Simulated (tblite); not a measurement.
# C6H14NSi: the cost of one run

Computed with tblite 0.8.0 and PySCF 2.14.0, with density-fitted response routines of our own, on a single molecule in the gas phase. Atoms are numbered from 0 throughout.

### 1 The molecule as given

22 atoms, charge 1, multiplicity 1; geometry from: force field or distance geometry start.

Bonds of the start (Å): C0–N1 1.45, N1–C2 1.25, C2–C3 1.51, C3–C4 1.48, C3–Si5 1.86, Si5–C6 1.87, Si5–C7 1.88, C0–H8 1.09, C0–H9 1.11, C0–H10 1.12, C2–H11 1.09, C3–H12 1.11, C4–H13 1.11, C4–H14 1.10, C4–H15 1.11, C6–H16 1.09, C6–H17 1.12, C6–H18 1.11, C7–H19 1.11, C7–H20 1.12, C7–H21 1.09.

### 2 Relaxing the molecule with GFN2-xTB

Job settings and geometry (Å):

```
{"job": {"kind": "relax", "xc": "GFN2-xTB", "basis": "xTB"}, "charge": 1, "multiplicity": 1}
C      3.269000    -0.859200     0.800000
N      2.095800    -0.011700     0.729900
C      1.300000    -0.016800    -0.239400
C      0.124700     0.930500    -0.164800
C      0.100500     1.818000    -1.354100
Si    -1.462800    -0.016400     0.012400
C     -1.723100    -1.666700    -0.821500
C     -2.564000     0.387700     1.480600
H      3.282000    -1.613300     0.007300
H      4.137300    -0.185500     0.679000
H      3.278200    -1.321900     1.818600
H      1.429100    -0.662900    -1.108800
H      0.239200     1.549700     0.755100
H      0.036700     2.866300    -1.003700
H      0.977400     1.677800    -2.001900
H     -0.829800     1.630300    -1.922800
H     -1.440200    -1.647200    -1.874500
H     -1.116000    -2.457500    -0.320400
H     -2.786000    -1.965300    -0.726400
H     -3.535500    -0.137100     1.428700
H     -2.798900     1.485200     1.409400
H     -2.024100     0.235500     2.416500
```

Started as:

```sh
$ OMP_NUM_THREADS=1 python probes_run.py task.json out
```

One launch serves the whole session: the jobs run in the order shown.

**Question.** How long does this first job take on 1 thread of Arm Neoverse V1, shared host?

About 2.4 s.
